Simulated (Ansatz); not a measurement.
# LuBW3: the cost of one run

Computed with Ansatz 0.2.0 (DFT PBE, scalar-relativistic, plane waves, PAW, unless a step's input says otherwise).

## (1) The starting structure

It takes space group P6/mmm (No. 191, hexagonal). Conventional cell: a = 5.009 Å, b = 5.009 Å, c = 4.050 Å, α = 90.00°, β = 90.00°, γ = 120.00°. Lu (site symmetry 6/mmm) has 2 B at 2.02 Å as nearest neighbours. B (site symmetry 6/mmm) is surrounded by 2 Lu at 2.02 Å. W (site symmetry mmm) has 4 W at 2.50 Å and 2 Lu at 2.50 Å as nearest neighbours.

Structure file:

```
Lu B W
1.0
     5.00895    0.00000    0.00000
    -2.50448    4.33788    0.00000
     0.00000    0.00000    4.04990
Lu B W
1 1 3
Direct
  0.00000 0.00000 0.00000
  0.00000 0.00000 0.50000
  0.50000 0.00000 0.00000
  0.00000 0.50000 0.00000
  0.50000 0.50000 0.00000
```

The cell is invented: random cell by space group and Wyckoff sites (P6/mmm, No. 191). The dimensions are guesses.

## (2) Probe: one point on a coarse mesh

The input, input.yaml:

```yaml
crystal:
  lattice:
    - [5.00895272, 0.0, 0.0]
    - [-2.50447636, 4.3378803, 0.0]
    - [0.0, 0.0, 4.04990015]
  atoms:
    - { symbol: Lu, position: [0.0, 0.0, 0.0] }
    - { symbol: B, position: [0.0, 0.0, 0.5] }
    - { symbol: W, position: [0.5, 0.0, 0.0] }
    - { symbol: W, position: [0.0, 0.5, 0.0] }
    - { symbol: W, position: [0.5, 0.5, 0.0] }
basis:
  ecutwfc: 420
kpoints:
  mp_grid: { grid: [6, 6, 4] }
hamiltonian:
  xc: pbe
scf:
  occupations: { method: gaussian, width: 0.1 }
  lower_state_search: "off"
output:
  forces: true
  stress: true
  eigenvalues: true
```

Run with:

```sh
$ ansatz run input.yaml --threads 1 --pin off --max-ram 2560MiB --backend cpu --events-out ev --progress --plain --runs-dir out
```

Q: Estimate wall time and peak memory on 1 thread of Arm Neoverse V2, shared host.

About 5.2 s, with a peak of 0.39 GiB.
